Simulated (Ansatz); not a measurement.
# ZrZn: how the settings move a relaxation

Aim: see which settings change the result for ZrZn, by how much, and at what cost.

Program: Ansatz 0.2.0. Level of theory: reference: DFT, r2SCAN, PAW with Ansatz's default frozen-core files, scalar-relativistic. These are calculated values, not measurements.

### 1 The starting structure

The structure is cubic, space group Pm-3m (No. 221). The conventional cell has a = 3.336 Å, b = 3.336 Å, c = 3.336 Å, α = 90.00°, β = 90.00°, γ = 90.00°. Around Zr (site symmetry m-3m) lie 8 Zn at 2.89 Å. Around Zn (site symmetry m-3m) lie 8 Zr at 2.89 Å.

Structure file:

```xyz
2
Lattice="3.3360 0.0000 0.0000 0.0000 3.3360 0.0000 0.0000 0.0000 3.3360" Properties=species:S:1:pos:R:3 pbc="T T T"
Zr    1.6680    1.6680    1.6680
Zn    0.0000    0.0000    0.0000
```

### 2 Baseline

The input, input.yaml:

```yaml
crystal:
  lattice:
    - [3.336, 0.0, 0.0]
    - [0.0, 3.336, 0.0]
    - [0.0, 0.0, 3.336]
  atoms:
    - { symbol: Zr, position: [0.5, 0.5, 0.5] }
    - { symbol: Zn, position: [0.0, 0.0, 0.0] }
kpoints:
  mp_grid: { grid: [10, 10, 10] }
scf:
  occupations: { method: fermi_dirac, width: 0.05 }
hamiltonian:
  xc: r2scan
  pseudopotentials: { kind: paw }
output:
  forces: true
  stress: true
  efg: { contact_densities: true }
  write_density: true
  write_potential: true
  elf: true
  volumetric_format: npy
relax:
  f_tol: 0.005
  max_steps: 80
  cell: {}
```

Launch:

```sh
> ansatz run input.yaml --threads 1 --pin off --max-ram 2048MiB --backend cpu --events-out ev --progress --plain --runs-dir out
```

### 3 Variant: mp_grid.grid [15, 15, 15], occupations.method tetrahedron, xc_grid 3, width left out

The input, input.yaml:

```yaml
crystal:
  lattice:
    - [3.336, 0.0, 0.0]
    - [0.0, 3.336, 0.0]
    - [0.0, 0.0, 3.336]
  atoms:
    - { symbol: Zr, position: [0.5, 0.5, 0.5] }
    - { symbol: Zn, position: [0.0, 0.0, 0.0] }
kpoints:
  mp_grid: { grid: [15, 15, 15] }
scf:
  occupations: { method: tetrahedron }
hamiltonian:
  xc: r2scan
  pseudopotentials: { kind: paw }
output:
  forces: true
  stress: true
  efg: { contact_densities: true }
relax:
  f_tol: 0.005
  max_steps: 80
  cell: {}
basis:
  xc_grid: 3
```

What does the calculation give? Wanted: for each run, ending; energy change; pressure; gap; force.

As calculated:

```
                                                                                    run     ending        energy change  pressure (GPa)  gap (eV)  force (eV/Å)  cycles  time
                                                                              reference  converged                    0             0.0      0.00          0.00      28  22 s
1: mp_grid.grid [15, 15, 15], occupations.method tetrahedron, xc_grid 3, width left out  converged  -0.7 meV/atom (σ→0)             0.0      0.00          0.00      33  42 s
```

Times don't compare one to one where runs were asked for different outputs or read a saved state (see the inputs); cycles may leave out searches for a lower state.

**Reading.** Changing the k-point mesh, smearing and numerical grids moves the energy by -0.7 meV/atom (σ→0 values). More than one kind of setting changed, and this run alone doesn't tell their shares apart.
